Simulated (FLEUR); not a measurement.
# In3Pt2 (P-3m1) in FLEUR: band structure with PBEsol

Aim: the band structure of In3Pt2 with PBEsol.

Program: FLEUR MaX-R8.1 (later development tree). These are calculated values, not measurements. Logs are shortened: lines on timing, memory, paths and dates and some standing lists are left out, and cuts for length are marked.

**1. Starting point**

Symmetry: P-3m1, No. 164, trigonal system. Conventional cell: a = 4.572 Å, b = 4.572 Å, c = 5.576 Å, α = 90.00°, β = 90.00°, γ = 120.00°. Pt (site symmetry 3m) has 8 In at 2.72 to 2.86 Å as nearest neighbours. In (site symmetry 3m) has 5 Pt at 2.72 to 2.86 Å as nearest neighbours. In (site symmetry -3m) has 6 Pt at 2.79 Å as nearest neighbours.

The cell comes from a database or a generator and needn't be the stable form of this composition.

**2. Band structure, PBEsol**

Input file inp.xml:

```xml
<?xml version="1.0" encoding="UTF-8" standalone="no"?>
<fleurInput fleurInputVersion="0.39">
   <comment>
      In3Pt2                                                                                              
   </comment>
   <calculationSetup>
      <cutoffs Kmax="4.58" Gmax="14.2" GmaxXC="14.2" numbands="0"/>
      <scfLoop itmax="60" minDistance="0.00001" maxIterBroyd="15" imix="Anderson" alpha="0.05" precondParam="0.0" spinf="2.0" sdNocoIR="T"/>
      <coreElectrons ctail="T" frcor="F" kcrel="0" coretail_lmax="0"/>
      <xcFunctional name="PBEs" relativisticCorrections="F"/>
      <magnetism jspins="1"/>
      <soc l_soc="F" theta="0.0" phi="0.0" spav="F"/>
      <expertModes spex="0" secvar="F"/>
      <geometryOptimization l_f="F" forcealpha="1.0" forcemix="BFGS" epsdisp="0.00001" epsforce="0.00001"/>
      <ldaU l_linMix="F" mixParam="0.05" spinf="1.0"/>
   </calculationSetup>
   <cell>
      <bzIntegration valenceElectrons="99.0" mode="hist" fermiSmearingEnergy="0.00183747">
         <kPointListSelection listName="default-1"/>
         <!-- k-points included here -->
         <xi:include xmlns:xi="http://www.w3.org/2001/XInclude" href="kpts.xml"> </xi:include>
      </bzIntegration>
      <!-- symmetry operations included here -->
      <xi:include xmlns:xi="http://www.w3.org/2001/XInclude" href="sym.xml"> </xi:include>
      <bulkLattice scale="1.0">
         <bravaisMatrix>
[... 39 lines left out ...]
      </species>
   </atomSpecies>
   <atomGroups>
      <atomGroup species="Platinum (Pt)">
         <relPos label="                   1">1.000/3.000 -1.000/3.000 .1628296400</relPos>
         <relPos label="                   2">-1.000/3.000 1.000/3.000 -.1628296400</relPos>
         <force calculate="T" relaxXYZ="TTT"/>
      </atomGroup>
      <atomGroup species="Indium (In)">
         <relPos label="                   3">1.000/3.000 -1.000/3.000 -.3496741800</relPos>
         <relPos label="                   4">-1.000/3.000 1.000/3.000 .3496741800</relPos>
         <force calculate="T" relaxXYZ="TTT"/>
      </atomGroup>
      <atomGroup species="Indium (In)">
         <relPos label="                   5">.0000000000 .0000000000 .0000000000</relPos>
         <force calculate="T" relaxXYZ="TTT"/>
      </atomGroup>
   </atomGroups>
   <output dos="F" band="F" slice="F">
      <checks vchk="F" cdinf="F"/>
      <bandDOS minEnergy="-.5*Htr" maxEnergy="0.5*Htr" sigma="0.015" storeEVData="T"/>
      <vacuumDOS vacdos="F" integ="F" star="F" nstars="0" locx1="0.0" locy1="0.0" locx2="0.0" locy2="0.0" nstm="0" tworkf="0.0"/>
      <unfoldingBand unfoldBand="F" supercellX="1" supercellY="1" supercellZ="1"/>
      <plotting iplot="0" polar="F">
         <plot TwoD="T" vec1="  1.0  0.0  0.0" vec2="  0.0  1.0  0.0" vec3="  0.0  0.0  1.0" zero="  0.0  0.0  0.0" file="plot"/>
      </plotting>
      <chargeDensitySlicing numkpt="0" minEigenval="0.0" maxEigenval="0.0" nnne="0" pallst="F"/>
      <specialOutput eonly="F"/>
      <moessbauerParams electricFieldGradient="T" isomerShift="T" coreHyperfine="T" valenceHyperfine="T"/>
      <magneticCircularDichroism mcd="F" energyLo="-10.0" energyUp="0.0"/>
   </output>
  <!-- We include the file relax.xml here to enable relaxations (see documentation) -->
  <xi:include xmlns:xi="http://www.w3.org/2001/XInclude" href="relax.xml"> <xi:fallback/> </xi:include>
</fleurInput>
```

Input file crystal.txt:

```
In3Pt2
&input cartesian=F /
4.5722574068  0.0000000000  0.0000000000
-2.2861287034  3.9596910669  0.0000000000
0.0000000000  0.0000000000  5.5763761300
1.8897261246
1.0 1.0 1.0

5
78 0.3333333333  0.6666666667  0.1628296400
78 0.6666666666  0.3333333334  0.8371703600
49 0.3333333333  0.6666666667  0.6503258200
49 0.6666666666  0.3333333334  0.3496741800
49 0.0000000000  0.0000000000  0.0000000000

&kpt div1=7 div2=7 div3=5 gamma=T /
```

Input file inp.xml (bands):

```
<?xml version="1.0" encoding="UTF-8" standalone="no"?>
<fleurInput fleurInputVersion="0.39">
   <comment>
      In3Pt2                                                                                              
   </comment>
   <calculationSetup>
      <cutoffs Kmax="4.58" Gmax="14.2" GmaxXC="14.2" numbands="0"/>
      <scfLoop itmax="60" minDistance="0.00001" maxIterBroyd="15" imix="Anderson" alpha="0.05" precondParam="0.0" spinf="2.0" sdNocoIR="T"/>
      <coreElectrons ctail="T" frcor="F" kcrel="0" coretail_lmax="0"/>
      <xcFunctional name="PBEs" relativisticCorrections="F"/>
      <magnetism jspins="1"/>
      <soc l_soc="F" theta="0.0" phi="0.0" spav="F"/>
      <expertModes spex="0" secvar="F"/>
      <geometryOptimization l_f="F" forcealpha="1.0" forcemix="BFGS" epsdisp="0.00001" epsforce="0.00001"/>
      <ldaU l_linMix="F" mixParam="0.05" spinf="1.0"/>
   </calculationSetup>
   <cell>
      <bzIntegration valenceElectrons="99.0" mode="hist" fermiSmearingEnergy="0.00183747">
         <kPointListSelection listName="path-1"/>
         <!-- k-points included here -->
         <xi:include xmlns:xi="http://www.w3.org/2001/XInclude" href="kpts.xml"> </xi:include>
      </bzIntegration>
      <!-- symmetry operations included here -->
      <xi:include xmlns:xi="http://www.w3.org/2001/XInclude" href="sym.xml"> </xi:include>
      <bulkLattice scale="1.0">
[... 40 lines left out ...]
      </species>
   </atomSpecies>
   <atomGroups>
      <atomGroup species="Platinum (Pt)">
         <relPos label="                   1">1.000/3.000 -1.000/3.000 .1628296400</relPos>
         <relPos label="                   2">-1.000/3.000 1.000/3.000 -.1628296400</relPos>
         <force calculate="T" relaxXYZ="TTT"/>
      </atomGroup>
      <atomGroup species="Indium (In)">
         <relPos label="                   3">1.000/3.000 -1.000/3.000 -.3496741800</relPos>
         <relPos label="                   4">-1.000/3.000 1.000/3.000 .3496741800</relPos>
         <force calculate="T" relaxXYZ="TTT"/>
      </atomGroup>
      <atomGroup species="Indium (In)">
         <relPos label="                   5">.0000000000 .0000000000 .0000000000</relPos>
         <force calculate="T" relaxXYZ="TTT"/>
      </atomGroup>
   </atomGroups>
   <output dos="F" band="T" slice="F">
      <checks vchk="F" cdinf="F"/>
      <bandDOS minEnergy="-.5*Htr" maxEnergy="0.5*Htr" sigma="0.015" storeEVData="T"/>
      <vacuumDOS vacdos="F" integ="F" star="F" nstars="0" locx1="0.0" locy1="0.0" locx2="0.0" locy2="0.0" nstm="0" tworkf="0.0"/>
      <unfoldingBand unfoldBand="F" supercellX="1" supercellY="1" supercellZ="1"/>
      <plotting iplot="0" polar="F">
         <plot TwoD="T" vec1="  1.0  0.0  0.0" vec2="  0.0  1.0  0.0" vec3="  0.0  0.0  1.0" zero="  0.0  0.0  0.0" file="plot"/>
      </plotting>
      <chargeDensitySlicing numkpt="0" minEigenval="0.0" maxEigenval="0.0" nnne="0" pallst="F"/>
      <specialOutput eonly="F"/>
      <moessbauerParams electricFieldGradient="T" isomerShift="T" coreHyperfine="T" valenceHyperfine="T"/>
      <magneticCircularDichroism mcd="F" energyLo="-10.0" energyUp="0.0"/>
   </output>
  <!-- We include the file relax.xml here to enable relaxations (see documentation) -->
  <xi:include xmlns:xi="http://www.w3.org/2001/XInclude" href="relax.xml"> <xi:fallback/> </xi:include>
</fleurInput>
```

Potentials or basis: all-electron, FLAPW.

The run is started by

```sh
> inpgen -f crystal.txt -profile fastHighL
> # inp.xml edited to the form shown
> fleur_MPI
> fleur_MPI   # second run, on inp.xml (bands)
```

The program printed:

```text
Welcome to FLEUR        (www.flapw.de)
      MaX-Release 8.1          (www.max-centre.eu)

 ========== k-point set info ==========
 Selected k-point list: default-1
 k-point list type: mesh
 7 x 7 x 5
 Number of k points: 32

 ------------Calculation Setup---------------------------
 Number of MPI-tasks      :            1
 Number of PE/node        :            1
 Number of OMP-threads    :            1
 Most efficient MPI parallelization for:
           1           2           4           8          16          32
 Additional eigenvalue parallelization possible
 Number of basis functions:         1295
 Approximate size of matrices (H+S) per k-point:         0.025 GB
 --------------------------------------------------------
 Iteration:     1   Distance:      10.52055412 me/bohr^3
 Iteration:     2   Distance:       9.44875642 me/bohr^3
 Iteration:     3   Distance:       4.73020710 me/bohr^3
 Iteration:     4   Distance:       2.13487384 me/bohr^3
 Iteration:     5   Distance:       1.34984845 me/bohr^3
 Iteration:     6   Distance:       0.55388715 me/bohr^3
 Iteration:     7   Distance:       0.30086523 me/bohr^3
 Iteration:     8   Distance:       0.26027570 me/bohr^3
 Iteration:     9   Distance:       0.04018556 me/bohr^3
 Iteration:    10   Distance:       0.03687860 me/bohr^3
 Iteration:    11   Distance:       0.00735083 me/bohr^3
 Iteration:    12   Distance:       0.00184490 me/bohr^3
 Iteration:    13   Distance:       0.00136706 me/bohr^3
 Iteration:    14   Distance:       0.00069249 me/bohr^3
 Iteration:    15   Distance:       0.00012948 me/bohr^3
 Iteration:    16   Distance:       0.00010785 me/bohr^3
 Iteration:    17   Distance:       0.00006985 me/bohr^3
 Iteration:    18   Distance:       0.00002459 me/bohr^3
 Iteration:    19   Distance:       0.00000761 me/bohr^3

 ********************************************************************
 Run finished successfully
 Stop message:
   all done
 ********************************************************************
```

Wall time 8.4 min (1 thread of Intel Xeon at 2.70GHz, shared host); peak memory 0.17 GiB.

Results:

| Item | Value |
| --- | --- |
| Free energy | -1483702.3998 eV |
| Band gap along the path | none (metal or under the smearing width) |
| Valence electrons inside the program's atomic spheres | Pt 16.97; In 18.25, 18.26 (radii Pt 2.62, In 2.14 bohr) |

Levels at the corners of the path, in eV from the Fermi level:
| point | band 47 | band 48 | band 49 | band 50 | band 51 | band 52 | band 53 | band 54 |
| --- | --- | --- | --- | --- | --- | --- | --- | --- |
| Γ | -1.81 | -1.58 | 1.71 | 1.71 | 1.99 | 2.19 | 3.73 | 3.73 |
| M | -2.25 | -2.06 | -2.01 | -1.40 | 0.89 | 1.44 | 2.52 | 4.46 |
| K | -2.68 | -2.68 | -0.75 | -0.75 | 1.03 | 1.54 | 1.54 | 2.67 |
| Γ | -1.81 | -1.58 | 1.71 | 1.71 | 1.99 | 2.19 | 3.73 | 3.73 |
| A | -2.39 | 0.32 | 2.15 | 2.46 | 2.46 | 3.18 | 3.96 | 3.96 |
| L | -2.46 | -2.39 | -1.66 | -0.11 | 1.80 | 1.84 | 2.25 | 5.11 |
| H | -2.50 | -2.07 | -2.07 | -2.06 | -0.03 | 5.67 | 5.68 | 5.68 |
| A | -2.39 | 0.32 | 2.15 | 2.46 | 2.46 | 3.18 | 3.96 | 3.96 |
| L | -2.46 | -2.39 | -1.66 | -0.11 | 1.80 | 1.84 | 2.25 | 5.11 |
| M | -2.25 | -2.06 | -2.01 | -1.40 | 0.89 | 1.44 | 2.52 | 4.46 |
| K | -2.68 | -2.68 | -0.75 | -0.75 | 1.03 | 1.54 | 1.54 | 2.67 |
| H | -2.50 | -2.07 | -2.07 | -2.06 | -0.03 | 5.67 | 5.68 | 5.68 |

Core levels (eV from the Fermi level):
```csv
atom,levels
1 Pt,"1s1/2 -78284.7, 2s1/2 -13739.8, 2p1/2 -13168.1, 2p3/2 -11439.8, 3s1/2 -3224.7, 3p1/2 -2968.3, 3p3/2 -2588.4, 4s1/2 -690.3, 3d3/2 -2161.8, 3d5/2 -2079.9, 4p1/2 -581.6, 4p3/2 -491.0, 4d3/2 -313.1, 4d5/2 -296.3, 4f5/2 -68.9, 4f7/2 -65.5"
2 Pt,"1s1/2 -78284.7, 2s1/2 -13739.8, 2p1/2 -13168.1, 2p3/2 -11439.8, 3s1/2 -3224.7, 3p1/2 -2968.3, 3p3/2 -2588.4, 4s1/2 -690.3, 3d3/2 -2161.8, 3d5/2 -2079.9, 4p1/2 -581.6, 4p3/2 -491.0, 4d3/2 -313.1, 4d5/2 -296.3, 4f5/2 -68.9, 4f7/2 -65.5"
3 In,"1s1/2 -27718.2, 2s1/2 -4145.8, 2p1/2 -3866.5, 2p3/2 -3655.8, 3s1/2 -783.1, 3p1/2 -670.4, 3p3/2 -632.3, 3d3/2 -432.8, 3d5/2 -425.0"
4 In,"1s1/2 -27718.2, 2s1/2 -4145.8, 2p1/2 -3866.5, 2p3/2 -3655.8, 3s1/2 -783.1, 3p1/2 -670.4, 3p3/2 -632.3, 3d3/2 -432.8, 3d5/2 -425.0"
5 In,"1s1/2 -27718.2, 2s1/2 -4145.9, 2p1/2 -3866.5, 2p3/2 -3655.8, 3s1/2 -783.2, 3p1/2 -670.4, 3p3/2 -632.4, 3d3/2 -432.8, 3d5/2 -425.0"
```

Caveat: spin-orbit coupling is left out, which moves the levels of the heavy elements.
